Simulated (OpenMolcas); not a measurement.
**Er²⁺ among point charges: CASSCF and CASPT2 levels and susceptibility**

Aim: the splitting of the states of Er²⁺ in the field of 6 point charges, its lowest levels with spin-orbit coupling and its magnetic susceptibility.

The numbers are computed with OpenMolcas 26.06 (state-averaged CASSCF and CASPT2, spin-orbit coupling by RASSI with atomic mean-field integrals), except any that are marked as measured or tabulated.

**1. The atom as given**

| Quantity | Value |
| --- | --- |
| Species | Er²⁺ (erbium, Z = 68, 66 electrons) |
| Basis | ANO-RCC-VDZP [7s6p4d2f1g], 68 functions |
| Scalar Hamiltonian | DKH2, point nucleus |
| Inactive shells | 1s 2s 2p 3s 3p 3d 4s 4p 4d 5s 5p |
| Active space | 12 electrons in 7 orbitals (4f) |
| Some configurations of this space | 4f¹² |
| Orbitals | optimised for the highest spin of each parity, averaged over all roots |

Outer shells as boxes (Hund's rule):

4f12
```
4f [↑↓][↑↓][↑↓][↑↓][↑↓][↑ ][↑ ]
```

The ion sits among 6 point charges of -0.5 e arranged as an octahedron (Oh), 2.3 Å from the ion.

Each step is its own input file, run in one work folder so that later steps find the files of earlier ones. Labels, J, g values, rates, χT and fits are worked out afterwards by a script from the matrices that RASSI stores. The input lists half of the charges; inversion (Group=XYZ) makes the rest.

**2. GATEWAY and SEWARD: basis and integrals**

The input, a.inp:

```
&GATEWAY
Coord
1

Er 0.0 0.0 0.0
Basis=ANO-RCC-VDZP
Group=XYZ
NoMove
AngMom=0.0 0.0 0.0
AMFI
XField
3 Angstrom 0
2.300000 0.000000 0.000000 -0.500000
0.000000 2.300000 0.000000 -0.500000
0.000000 0.000000 2.300000 -0.500000
&SEWARD
```

Run with:

```sh
OMP_NUM_THREADS=1 MOLCAS_MEM=2252 MOLCAS_PROJECT=a pymolcas a.inp > a.log
```

**3. CASSCF: triplets of even parity, 21 roots**

The input, a.inp:

```
&RASSCF
FileOrb=start.orb
Symmetry=1
Spin=3
nActEl=12 0 0
Inactive=15 12
Ras2=0 7
CIRoot=21 21 1
SDav=21
CIMx=300
Iter=120 100
PrWF=0.3
OrbListing=Nothing
MaxOrb=0
>>> COPY $Project.JobIph JOB001
```

start.orb holds the contracted functions of the basis, ordered by shell, or the orbitals of the step before.

**4. Reference wave functions, singlets of even parity, 28 roots**

The input, a.inp:

```
&RASSCF
FileOrb=start.orb
Symmetry=1
Spin=1
nActEl=12 0 0
Inactive=15 12
Ras2=0 7
CIRoot=28 28 1
SDav=28
CIMx=300
Iter=120 100
PrWF=0.3
OrbListing=Nothing
MaxOrb=0
CIOnly
>>> COPY $Project.JobIph JOB002
```

**5. RASSI: spin-orbit coupling between the states**

The input, a.inp:

```
&RASSI
NrOfJobIphs=2 21 27
1 2 3 4 5 6 7 8 9 10 11 12 13 14 15 16 17 18 19 20 21
1 2 3 4 5 6 7 8 9 10 11 12 13 14 15 16 17 18 19 20 21 22 23 24 25 26 27
IphNames
JOB001
JOB002
EJob
SpinOrbit
DIPRint=1.0
SOCoupling=1000.0
Subsets=2
Property=9
'ANGMOM' 1 'ANGMOM' 2 'ANGMOM' 3 'MLTPL  1' 1 'MLTPL  1' 2 'MLTPL  1' 3
'AMFI' 1 'AMFI' 2 'AMFI' 3
SOProperty=3
'ANGMOM' 1 'ANGMOM' 2 'ANGMOM' 3
```

**6. CASPT2: IPEA 0.25, imaginary shift 0.1 (closed shells correlated: 5s 5p)**

The input, a.inp:

```
>>> COPY JOB001 $Project.JobIph
&CASPT2
Multistate=21 1 2 3 4 5 6 7 8 9 10 11 12 13 14 15 16 17 18 19 20 21
NoMult
Frozen=14 9
IPEA=0.25
Imaginary=0.1
MaxIter=60
WThr=0.0 0.3 0.05
PrWF=0.5
NoMix
>>> COPY JOB002 $Project.JobIph
&CASPT2
Multistate=27 1 2 3 4 5 6 7 8 9 10 11 12 13 14 15 16 17 18 19 20 21 22
23 24 25 26 27
NoMult
Frozen=14 9
IPEA=0.25
Imaginary=0.1
MaxIter=60
WThr=0.0 0.3 0.05
PrWF=0.5
NoMix
```

(Steps that only read results are left out.)

What does the calculation give? Wanted: spin-free ground state; first state of the same spin within the active space; lowest level; next level.

The runs gave:

```
                                            quantity                                                                        value
                                              method  SS-CASPT2, IPEA 0.25, imaginary shift 0.1 (closed shells correlated: 5s 5p)
                              spin-free ground state                                              3T1, 3-fold in its orbital part
first state of the same spin within the active space                                                              3E at 50.8 cm⁻¹
                                        lowest level                                                                    1-fold A1
                                          next level                                                                    26.5 cm⁻¹
                                         χT at 300 K                                                               7.13 cm³ K/mol
                           effective moment at 300 K                                                                      7.55 μB
```

Cost by method:

| method | time of its own steps | time with the reference |
| --- | --- | --- |
| A. CASSCF | 14 s | 14 s |
| B. SS-CASPT2, IPEA 0.25, imaginary shift 0.1, +5s 5p | 16 s | 30 s |

Times are of one thread on a shared host.

**Reading.** The spin-free ground state (3T1) comes to 100 % from free-ion H terms and keeps the highest spin of the shell. The singlets rest on orbitals optimised for another spin in at least one step, which raises them against the optimised states. Not all states of the active space went into the spin-orbit step. CASPT2 does not keep the components of a term degenerate, and the means are used. This is an electrostatic model: the charges have no orbitals.
